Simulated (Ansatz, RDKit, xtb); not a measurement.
# C5H7BF2: ranking a sample of isomers, part 2 of 2

A sample of isomers of C5H7BF2 is drawn. Aim: find which of them has the lowest free energy at 298.15 K, then its properties. The sample is small against all isomers, and the most stable one of this formula need not be in it.

xtb, Ansatz and PySCF; isolated molecules. The steps go on from the part before.

## 6. After refinement

```
label     spin  r2SCAN-D4/def2-SVP (kcal/mol)  B3LYP/def2-SVP, relaxed (kcal/mol)  time
c310a  singlet                            0.0                                 0.0  38 s
c227a  singlet                           12.9                                 7.6  23 s
c476a  singlet                           13.2                                11.1  11 s
c368a  singlet                           13.6                                11.5  15 s
c613a  singlet                           18.5                                15.8  39 s
```

c310a: Bond lengths: C1–C2 1.351 Å, C2–C3 1.506 Å, C3–C4 1.548 Å, C1–C5 1.523 Å, C4–C5 1.549 Å, C1–B6 1.543 Å, B6–F7 1.329 Å, B6–F8 1.328 Å, C2–H9 1.094 Å, C3–H10 1.108 Å, C3–H11 1.103 Å, C4–H12 1.100 Å, C4–H13 1.102 Å, C5–H14 1.102 Å, C5–H15 1.106 Å. Some angles: C1–C2–C3 112.8°, C2–C1–C5 110.1°, C2–C1–B6 123.9°, C5–C1–B6 125.9°, C2–C3–C4 103.0°, C3–C4–C5 105.1°, C1–C5–C4 103.7°, C1–B6–F7 122.0°, C1–B6–F8 121.7°, F7–B6–F8 116.3°.

c227a: Bond lengths: C1–C2 1.495 Å, C2–C3 1.349 Å, C3–C4 1.451 Å, C4–C5 1.357 Å, C5–B6 1.539 Å, B6–F7 1.331 Å, B6–F8 1.329 Å, C1–H9 1.105 Å, C1–H10 1.105 Å, C1–H11 1.100 Å, C2–H12 1.098 Å, C3–H13 1.097 Å, C4–H14 1.098 Å, C5–H15 1.097 Å. Some angles: C1–C2–C3 125.6°, C2–C3–C4 123.5°, C3–C4–C5 125.5°, C4–C5–B6 122.3°, C5–B6–F7 121.9°, C5–B6–F8 122.0°, F7–B6–F8 116.1°, C1–C2–H12 116.4°, C3–C2–H12 118.0°, C2–C1–H9 110.9°.

c476a: Bond lengths: C1–C2 1.344 Å, C2–C3 1.471 Å, C3–C4 1.507 Å, C3–C5 1.364 Å, C5–B6 1.542 Å, B6–F7 1.329 Å, B6–F8 1.332 Å, C1–H9 1.093 Å, C1–H10 1.093 Å, C2–H11 1.096 Å, C4–H12 1.103 Å, C4–H13 1.103 Å, C4–H14 1.094 Å, C5–H15 1.097 Å. Some angles: C1–C2–C3 126.2°, C2–C3–C4 117.7°, C2–C3–C5 118.5°, C4–C3–C5 123.8°, C3–C5–B6 129.3°, C5–B6–F7 119.7°, C5–B6–F8 125.0°, F7–B6–F8 115.3°, C1–C2–H11 118.6°, C3–C2–H11 115.2°.

c368a: Bond lengths: C1–C2 1.344 Å, C2–C3 1.470 Å, C3–C4 1.509 Å, C3–C5 1.365 Å, C5–B6 1.543 Å, B6–F7 1.329 Å, B6–F8 1.332 Å, C1–H9 1.093 Å, C1–H10 1.093 Å, C2–H11 1.092 Å, C4–H12 1.098 Å, C4–H13 1.103 Å, C4–H14 1.103 Å, C5–H15 1.097 Å. Some angles: C1–C2–C3 125.3°, C2–C3–C4 117.7°, C2–C3–C5 122.0°, C4–C3–C5 120.3°, C3–C5–B6 129.5°, C5–B6–F7 119.6°, C5–B6–F8 125.1°, F7–B6–F8 115.3°, C1–C2–H11 118.5°, C3–C2–H11 116.1°.

## 7. Harmonic analysis of the finalists

The lowest few in one piece go on as finalists (c613a drops out). In this search the thermal terms come from GFN2-xTB at its own nearest minimum. The first, c310a:

The input, start.xyz:

```xyz
15
c310a
C     -1.172182    -0.802691     1.207460
C     -1.439706    -0.398995     2.468146
C     -1.130695     1.057975     2.693408
C     -0.948966     1.602567     1.255947
C     -0.625060     0.359858     0.390327
B     -1.353675    -2.252030     0.711218
F     -1.846608    -3.207129     1.492305
F     -1.028331    -2.612479    -0.525017
H     -1.807201    -1.058193     3.260238
H     -0.205609     1.151133     3.296049
H     -1.915682     1.581335     3.265171
H     -0.182322     2.388676     1.186931
H     -1.898559     2.046806     0.915440
H     -1.060430     0.417753    -0.620437
H      0.464514     0.235350     0.244020
```

Launch:

```
$ xtb start.xyz --gfn 2 --ohess tight
```

Output, shortened:

```text
* xtb version 6.7.1
[...]
          :  # basis functions                  39          :
[...]
          :  # electrons                        44          :
[...]
          :  Hamiltonian                  GFN2-xTB          :
[...]
          :  net charge                          0          :
          :  unpaired electrons                  0          :
[...]
   *** convergence criteria satisfied after 12 iterations ***
[...]
   *** GEOMETRY OPTIMIZATION CONVERGED AFTER 11 ITERATIONS ***
[...]
   *** convergence criteria satisfied after 3 iterations ***
[...]
         ::                     SUMMARY                     ::
         :::::::::::::::::::::::::::::::::::::::::::::::::::::
         :: total energy             -25.059597675984 Eh    ::
         :: gradient norm              0.000256435524 Eh/a0 ::
         :: HOMO-LUMO gap              3.599012121642 eV    ::
         ::.................................................::
         :: SCC energy               -25.328594906752 Eh    ::
         :: -> isotropic ES            0.055413735661 Eh    ::
         :: -> anisotropic ES          0.001343858862 Eh    ::
         :: -> anisotropic XC          0.003539447642 Eh    ::
         :: -> dispersion             -0.009413988550 Eh    ::
         :: repulsion energy           0.268997230768 Eh    ::
         :: add. restraining           0.000000000000 Eh    ::
         :: total charge              -0.000000000000 e     ::
         :::::::::::::::::::::::::::::::::::::::::::::::::::::
[...]
        22        2.0000           -0.4031311             -10.9698 (HOMO)
        23                         -0.2708697              -7.3707 (LUMO)
[...]
molecular dipole:
                 x           y           z       tot (Debye)
 q only:        0.157       1.195       0.484
   full:        0.157       1.146       0.509       3.212
molecular quadrupole (traceless):
[...]
          | TOTAL ENERGY              -25.059597675985 Eh   |
          | TOTAL ENTHALPY            -24.936650510640 Eh   |
          | TOTAL FREE ENERGY         -24.978506393319 Eh   |
          | GRADIENT NORM               0.000256364194 Eh/α |
[...]
```

It took 0.21 s on 4 threads of Intel Xeon Platinum 8488C (Sapphire Rapids), shared host.

## 8. Thermal terms of the finalists

As xtb prints them, at 298.15 K, with its own treatment of low modes:

```
label            SMILES     spin  lowest mode (cm⁻¹)  zero-point (kcal/mol)  G − E (kcal/mol)
c310a     FB(F)C1=CCCC1  singlet                  58                   71.6              50.9
c227a   C/C=C/C=C/B(F)F  singlet                  61                   69.3              47.5
c476a  C=C/C(C)=C/B(F)F  singlet                  51                   69.5              48.0
c368a  C=C/C(C)=C\B(F)F  singlet                  42                   69.5              48.0
```

## 9. The final energy

Each finalist gets a single point at CCSD(T)/def2-SVP + MP2/def2-TZVPP - MP2/def2-SVP.

c310a, CCSD(T)/def2-SVP:

The input, input.yaml:

```yaml
crystal:
  periodic: [false, false, false]
  atoms:
    - {symbol: C, position_ang: [-1.172182, -0.802691, 1.207460]}
    - {symbol: C, position_ang: [-1.439706, -0.398995, 2.468146]}
    - {symbol: C, position_ang: [-1.130695, 1.057975, 2.693408]}
    - {symbol: C, position_ang: [-0.948966, 1.602567, 1.255947]}
    - {symbol: C, position_ang: [-0.625060, 0.359858, 0.390327]}
    - {symbol: B, position_ang: [-1.353675, -2.252030, 0.711218]}
    - {symbol: F, position_ang: [-1.846608, -3.207129, 1.492305]}
    - {symbol: F, position_ang: [-1.028331, -2.612479, -0.525017]}
    - {symbol: H, position_ang: [-1.807201, -1.058193, 3.260238]}
    - {symbol: H, position_ang: [-0.205609, 1.151133, 3.296049]}
    - {symbol: H, position_ang: [-1.915682, 1.581335, 3.265171]}
    - {symbol: H, position_ang: [-0.182322, 2.388676, 1.186931]}
    - {symbol: H, position_ang: [-1.898559, 2.046806, 0.915440]}
    - {symbol: H, position_ang: [-1.060430, 0.417753, -0.620437]}
    - {symbol: H, position_ang: [0.464514, 0.235350, 0.244020]}
basis:
  gaussian:
    orbitals: def2-SVP
correlation:
  method: ccsd_t
  frozen_orbitals: {C: 1, B: 1, H: 0, F: 1}
```

Launch:

```
$ ansatz run input.yaml --threads 4 --pin off --max-ram 7830MiB --events-out events.jsonl --progress --plain --runs-dir runs
```

Output, shortened:

```text
Warning: RAYON_NUM_THREADS=4 ignored (pool sized by the plan → 4); use --threads N
Functional definition: HF
  name "HF"
[...]
1492 factors; integrals over basis functions are off by at most 1.5e-3 eV
[...]
mean field -11341.38075699 eV, -416.7880553555 hartree, gradient 8.4e-6 eV, S^2 0.000000; 0 other end points of the search recorded, 0 dependent functions left out; unrestricted orbitals would lower it
8 core orbitals not correlated: weight in the atoms' cores, before any rotation towards them, 1.000 or more for the frozen orbitals, at most 0.000 for the correlated occupied ones
reference -11341.38075699 eV, -416.7880553555 hartree; 22, 22 occupied and 117, 117 virtual orbitals, 1492 factors
second order -30.45440677 eV of doubles, -0.00000000 eV of singles
cycle   1  -31.08683377 eV  change   -6.3e-1 eV  update   1.2e-1
[...]
cycle   9  -31.97901387 eV  change   -3.8e-5 eV  update   3.5e-5
perturbative correction -0.96325877 eV, -0.0353991070 hartree
Total energy: -11374.32302964 eV, -417.9986615462 hartree
```

Run time: 21 s. Hardware: 4 threads of Intel Xeon Platinum 8488C (Sapphire Rapids), shared host; peak memory 1.5 GiB.

## 10. c310a at MP2/def2-TZVPP

Changes to input.yaml since step 9:

```diff
@@ -1 +1,3 @@
+basis:
+  gaussian: {orbitals: def2-TZVPP}
 crystal:
@@ -18,7 +20,2 @@
     - {symbol: H, position_ang: [0.464514, 0.235350, 0.244020]}
-basis:
-  gaussian:
-    orbitals: def2-SVP
-correlation:
-  method: ccsd_t
-  frozen_orbitals: {C: 1, B: 1, H: 0, F: 1}
+correlation: {method: mp2, frozen_orbitals: {C: 1, B: 1, H: 0, F: 1}}
```

Launch:

```
$ ansatz run input.yaml --threads 4 --pin off --max-ram 7830MiB --events-out events.jsonl --progress --plain --runs-dir runs
```

Output:

```text
Warning: RAYON_NUM_THREADS=4 ignored (pool sized by the plan → 4); use --threads N
[... 2 set-up lines as earlier in the session ...]
  exchange = exact_x
  correlation = 0
2114 factors; integrals over basis functions are off by at most 9.8e-4 eV
mean field evaluation 1: about -11348.9924 eV, gradient 4.8e1 eV
mean field evaluation 2: about -11349.3040 eV, gradient 4.8e1 eV
mean field evaluation 4: about -11354.5577 eV, gradient 4.9e0 eV
mean field evaluation 8: about -11354.6428 eV, gradient 3.3e-1 eV
mean field -11354.64316370 eV, -417.2754398122 hartree, gradient 9.8e-7 eV, S^2 0.000000; 0 other end points of the search recorded, 0 dependent functions left out; unrestricted orbitals would lower it
mean field evaluation 16: about -11354.5551 eV, gradient 1.5e0 eV
8 core orbitals not correlated: weight in the atoms' cores, before any rotation towards them, 1.000 or more for the frozen orbitals, at most 0.000 for the correlated occupied ones
reference -11354.64316370 eV, -417.2754398122 hartree; 22, 22 occupied and 316, 316 virtual orbitals, 2114 factors
second order -38.23313821 eV of doubles, -0.00000000 eV of singles
Total energy: -11392.87630191 eV, -418.6804817262 hartree
```

Run time: 7.5 s. Hardware: 4 threads of Intel Xeon Platinum 8488C (Sapphire Rapids), shared host; peak memory 1.3 GiB.

## 11. c227a at CCSD(T)/def2-SVP

The input, input.yaml:

```yaml
crystal:
  periodic: [false, false, false]
  atoms:
    - {symbol: C, position_ang: [0.587321, -0.725899, -0.403491]}
    - {symbol: C, position_ang: [0.568553, 0.590070, 0.304694]}
    - {symbol: C, position_ang: [1.611041, 1.439427, 0.412455]}
    - {symbol: C, position_ang: [1.541898, 2.708779, 1.111020]}
    - {symbol: C, position_ang: [2.562949, 3.592518, 1.241165]}
    - {symbol: B, position_ang: [2.406838, 4.921947, 1.999975]}
    - {symbol: F, position_ang: [1.258126, 5.274221, 2.572709]}
    - {symbol: F, position_ang: [3.409935, 5.784591, 2.121503]}
    - {symbol: H, position_ang: [-0.165606, -0.750356, -1.211405]}
    - {symbol: H, position_ang: [0.324094, -1.548771, 0.284788]}
    - {symbol: H, position_ang: [1.572271, -0.944571, -0.842674]}
    - {symbol: H, position_ang: [-0.382004, 0.878666, 0.773037]}
    - {symbol: H, position_ang: [2.572009, 1.174549, -0.046309]}
    - {symbol: H, position_ang: [0.573474, 2.956331, 1.565068]}
    - {symbol: H, position_ang: [3.529242, 3.343207, 0.786232]}
basis:
  gaussian:
    orbitals: def2-SVP
correlation:
  method: ccsd_t
  frozen_orbitals: {C: 1, B: 1, H: 0, F: 1}
```

Launch:

```
$ ansatz run input.yaml --threads 4 --pin off --max-ram 7830MiB --events-out events.jsonl --progress --plain --runs-dir runs
```

Output, shortened:

```text
Warning: RAYON_NUM_THREADS=4 ignored (pool sized by the plan → 4); use --threads N
[... 2 set-up lines as earlier in the session ...]
[...]
1490 factors; integrals over basis functions are off by at most 1.5e-3 eV
[...]
mean field -11340.98901267 eV, -416.7736590173 hartree, gradient 1.8e-6 eV, S^2 0.000000; 0 other end points of the search recorded, 0 dependent functions left out; unrestricted orbitals would lower it
8 core orbitals not correlated: weight in the atoms' cores, before any rotation towards them, 1.000 or more for the frozen orbitals, at most 0.000 for the correlated occupied ones
reference -11340.98901267 eV, -416.7736590173 hartree; 22, 22 occupied and 117, 117 virtual orbitals, 1490 factors
second order -30.22347886 eV of doubles, -0.00000000 eV of singles
cycle   1  -30.86794923 eV  change   -6.4e-1 eV  update   1.3e-1
[...]
cycle  10  -31.81595527 eV  change   -2.0e-5 eV  update   2.0e-5
perturbative correction -0.98881180 eV, -0.0363381635 hartree
Total energy: -11373.79377975 eV, -417.9792119716 hartree
```

It took 22 s on 4 threads of Intel Xeon Platinum 8488C (Sapphire Rapids), shared host; peak memory 1.5 GiB.

For c310a, c227a, c476a, c368a the log finds that unrestricted Hartree-Fock orbitals lie lower, a sign to watch the closed-shell reference there.

## 12. Free energies and the winner

Energies in kcal/mol from c310a; G adds the thermal terms to the CCSD(T)/def2-SVP + MP2/def2-TZVPP - MP2/def2-SVP energy. The columns left of the relaxed level are at the tight-binding geometries.

```
label            SMILES     spin  GFN2-xTB  HF/STO-3G  r2SCAN-D4/def2-SVP  B3LYP/def2-SVP  HF/def2-SVP  MP2/def2-SVP  CCSD(T)/def2-SVP + MP2/def2-TZVPP - MP2/def2-SVP     G  share at equilibrium     T1
c310a     FB(F)C1=CCCC1  singlet       0.0        0.0                 0.0             0.0          0.0           0.0                                               0.0   0.0               100.0 %  0.012
c227a   C/C=C/C=C/B(F)F  singlet      23.2       43.6                12.9             7.6          9.0          14.4                                              11.4   8.0               < 0.1 %  0.013
c476a  C=C/C(C)=C/B(F)F  singlet      23.8       45.5                13.2            11.1         13.0          16.5                                              12.9  10.0               < 0.1 %  0.013
c368a  C=C/C(C)=C\B(F)F  singlet      24.1       45.8                13.6            11.5         13.3          16.6                                              13.1  10.2               < 0.1 %  0.013
```

Lowest found: c310a, `FB(F)C1=CCCC1`, a singlet. Bond lengths: C1–C2 1.351 Å, C2–C3 1.506 Å, C3–C4 1.548 Å, C1–C5 1.523 Å, C4–C5 1.549 Å, C1–B6 1.543 Å, B6–F7 1.329 Å, B6–F8 1.328 Å, C2–H9 1.094 Å, C3–H10 1.108 Å, C3–H11 1.103 Å, C4–H12 1.100 Å, C4–H13 1.102 Å, C5–H14 1.102 Å, C5–H15 1.106 Å. Some angles: C1–C2–C3 112.8°, C2–C1–C5 110.1°, C2–C1–B6 123.9°, C5–C1–B6 125.9°, C2–C3–C4 103.0°, C3–C4–C5 105.1°, C1–C5–C4 103.7°, C1–B6–F7 122.0°, C1–B6–F8 121.7°, F7–B6–F8 116.3°.

```xyz
15

C    -1.1722   -0.8027    1.2075
C    -1.4397   -0.3990    2.4681
C    -1.1307    1.0580    2.6934
C    -0.9490    1.6026    1.2559
C    -0.6251    0.3599    0.3903
B    -1.3537   -2.2520    0.7112
F    -1.8466   -3.2071    1.4923
F    -1.0283   -2.6125   -0.5250
H    -1.8072   -1.0582    3.2602
H    -0.2056    1.1511    3.2960
H    -1.9157    1.5813    3.2652
H    -0.1823    2.3887    1.1869
H    -1.8986    2.0468    0.9154
H    -1.0604    0.4178   -0.6204
H     0.4645    0.2354    0.2440
```

## 13. Outcome

The summary covers parts 1 to 2.

| quantity | value |
| --- | --- |
| lowest structure found | FB(F)C1=CCCC1, singlet |
| next finalist | C/C=C/C=C/B(F)F, singlet, 8.0 kcal/mol higher in G |
| share at equilibrium, among the finalists | 100.0 % |
| funnel | 30 starts, 26 minima at GFN2-xTB, 13 screening runs, 5 relaxed, 4 ranked |
| CPU time of all runs | 16 min |

**Reading.** `FB(F)C1=CCCC1` comes out lowest. The margin of 8.0 kcal/mol over the next finalist is beyond the usual error of the last level; it says nothing of structures that weren't ranked. GFN2-xTB, HF/STO-3G, r2SCAN-D4/def2-SVP, B3LYP/def2-SVP, HF/def2-SVP and MP2/def2-SVP already put its bonding pattern lowest among the structures in one piece. The largest share of the time went into the relaxations (47 %). Lowest found is not proven lowest: the search is finite, and each finalist counts with one conformer. Only 14 drawn patterns were tried, so whole families of isomers are missing, and the result ranks this sample alone. The lowest isomer need not be the one that is made and kept in a bottle, which depends on barriers.
